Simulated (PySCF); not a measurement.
# Ways to converge the SCF of FTi2⁺ (quintet)

Aim: find out which solver settings change the answer for FTi2⁺ (quintet).

Method: each script names its method and basis; program: PySCF 2.14.0.

## Step 1: Starting geometry

FTi2⁺ (quintet): 3 atoms, charge 1, spin multiplicity 5.

Bond lengths: F1–Ti2 2.018 Å, F1–Ti3 2.018 Å, Ti2–Ti3 2.810 Å. Angles: Ti2–F1–Ti3 88.2°, F1–Ti2–Ti3 45.9°, F1–Ti3–Ti2 45.9°.

## Step 2: The base run

The input, input.py:

```python
from pyscf import gto, scf

mol = gto.M(
    atom='F 0 0 -1.2086; Ti 1.4049 0 0.2399; Ti -1.4049 0 0.2399',
    basis='sbkjc',
    ecp={'F': 'sbkjc', 'Ti': 'sbkjc'},
    charge=1,
    spin=4,
    symmetry=True,
    verbose=4,
)
mf = scf.UHF(mol)
mf.level_shift = 0.3
mf = mf.newton()
mf.kernel()
mf.dip_moment()
print('orbital energies (hartree):', [e[max(0, n-3):n+3].round(4) for e, n in zip(mf.mo_energy, mol.nelec)])
```

On the command line:

```sh
$ OMP_NUM_THREADS=1 python input.py
```

Its log is not repeated here.

In short: E(SCF) = -138.537654 Eh, 7 macro-iterations, ⟨S²⟩ = 6.070.

The dipole of an ion depends on the origin. No search for the lowest state was made; open d or f shells can end in a higher solution. The quintet is typed in the script; nothing here shows that it is the ground state.

## Step 3: Point-group symmetry off

Edit 1 changes point-group symmetry: on → off.

The input, input.py:

```python
from pyscf import gto, scf

mol = gto.M(
    atom='F 0 0 -1.2086; Ti 1.4049 0 0.2399; Ti -1.4049 0 0.2399',
    basis='sbkjc',
    ecp={'F': 'sbkjc', 'Ti': 'sbkjc'},
    charge=1,
    spin=4,
    verbose=4,
)
mf = scf.UHF(mol)
mf.level_shift = 0.3
mf = mf.newton()
mf.kernel()
mf.dip_moment()
print('orbital energies (hartree):', [e[max(0, n-3):n+3].round(4) for e, n in zip(mf.mo_energy, mol.nelec)])
```

On the command line:

```sh
$ OMP_NUM_THREADS=1 python input.py
```

## Step 4: Initial guess sap

Edit 2 changes initial guess: minao → sap.

Changes to input.py since step 2:

```diff
@@ -12,2 +12,3 @@
 mf = scf.UHF(mol)
+mf.init_guess = 'sap'
 mf.level_shift = 0.3
```

## Step 5: Damping 0.8

Edit 3 changes damping: none → 0.8.

Changes to input.py since step 2:

```diff
@@ -13,2 +13,4 @@
 mf.level_shift = 0.3
+mf.damp = 0.8
+mf.diis_start_cycle = 8
 mf = mf.newton()
```

What does the calculation give? Wanted: for each run, E(SCF); from base; gap, α spin.

**Answer**, as computed:

| run | E(SCF) (hartree) | from base (eV) | cycles | gap, α spin (eV) |
| --- | --- | --- | --- | --- |
| base | -138.537654 | 0 | 7 macro | 5.58 |
| point-group symmetry off | -138.537654 | 0.0000 | 10 macro | 5.58 |
| initial guess sap | -138.476672 | +1.6594 | 8 macro | 4.62 |
| damping 0.8 | -138.537654 | 0.0000 | 7 macro | 5.58 |

Distance from each run's final energy (log10 hartree) by cycle:

| run | cycle 1 | cycle 2 | cycle 3 | cycle 5 | cycle 8 | cycle 12 |
| --- | --- | --- | --- | --- | --- | --- |
| base | 0.1 | -0.3 | -0.8 | -3.5 | done | done |
| point-group symmetry off | 0.1 | -0.3 | -0.8 | -3.6 | -5.7 | done |
| initial guess sap | -0.2 | -0.7 | -1.3 | -3.5 | < -11 | done |
| damping 0.8 | 0.1 | -0.3 | -0.8 | -3.5 | done | done |

What this shows: The SCF energy stays the same, to the digits that matter, with point-group symmetry off or damping 0.8. With initial guess sap the SCF ends in another solution, 1.66 eV higher: the path to self-consistency decides the state here. The cycles with damping 0.8 repeat those of the base digit for digit, so the setting never acted.
